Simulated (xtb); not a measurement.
**C2H5AlF2 (SMILES C[CH2][Al]([F])[F]) at GFN2-xTB**

We compute a geometry optimisation of C2H5AlF2. 

Program for the calculation: xtb 6.7.1 later snapshot.

## 1. Starting point

The species is C2H5AlF2 (10 atoms), meant as a singlet with charge 0. As SMILES, `C[CH2][Al]([F])[F]`. All atoms were displaced at random from a relaxed shape. The run starts from this shape.

Bond lengths: C1–C2 1.540 Å, C2–Al3 2.034 Å, Al3–F4 1.787 Å, Al3–F5 1.481 Å, C1–H6 1.099 Å, C1–H7 1.116 Å, C1–H8 1.124 Å, C2–H9 1.049 Å, C2–H10 1.025 Å. Some angles: C1–C2–Al3 113.8°, C2–Al3–F4 114.3°, C2–Al3–F5 130.0°, F4–Al3–F5 115.7°, C1–C2–H9 116.4°, C1–C2–H10 111.9°, Al3–C2–H9 102.4°, Al3–C2–H10 104.1°, C2–C1–H6 104.0°, C2–C1–H7 112.9°.

## 2. A structure relaxation at GFN2-xTB

Input file .CHRG:

```
0
```

Input file .UHF:

```
0
```

Input file input.inp:

```
$opt
   hessian=old
$end
```

Input file geom.xyz:

```xyz
10
C2H5AlF2
C     -0.35896000    -1.03702000     0.82024000
C      0.28009000     0.34431000     0.58473000
Al     0.26688000     0.93481000    -1.36164000
F     -0.36755000    -0.29012000    -2.49760000
F      0.75611000     2.18905000    -1.97858000
H     -0.34419000    -1.15300000     1.91269000
H      0.06388000    -1.82894000     0.15737000
H     -1.39197000    -0.90092000     0.39879000
H     -0.17320000     1.15636000     1.07017000
H      1.27249000     0.35572000     0.84217000
```

Launch:

```sh
$ xtb geom.xyz --gfn2 --input input.inp --opt normal > out.txt
```

**Question.** What will come out? Wanted: total energy at the end; dipole moment; HOMO energy; LUMO energy; HOMO–LUMO gap; dispersion energy; mean polarisability.

Answer, from the run:

At GFN2-xTB:

| quantity | value |
| --- | --- |
| total energy at the end | -17.52314 Eh |
| dipole moment | 3.43 D |
| HOMO energy | -11.34 eV |
| LUMO energy | -7.12 eV |
| HOMO–LUMO gap | 4.22 eV |
| dispersion energy | -11.10 kJ/mol |
| mean polarisability (D4 model) | 58.2 bohr³ |

At the final geometry: Bond lengths: C1–C2 1.531 Å, C2–Al3 1.992 Å, Al3–F4 1.651 Å, Al3–F5 1.651 Å, C1–H6 1.090 Å, C1–H7 1.088 Å, C1–H8 1.088 Å, C2–H9 1.094 Å, C2–H10 1.095 Å. Some angles: C1–C2–Al3 110.7°, C2–Al3–F4 120.9°, C2–Al3–F5 124.1°, F4–Al3–F5 114.9°, C1–C2–H9 110.2°, C1–C2–H10 110.0°, Al3–C2–H9 110.3°, Al3–C2–H10 110.1°, C2–C1–H6 110.7°, C2–C1–H7 110.8°. The optimisation took 11 steps and changed the energy by -1.107 eV. Mulliken charges run from -0.26 on F5 to +0.48 on Al3.
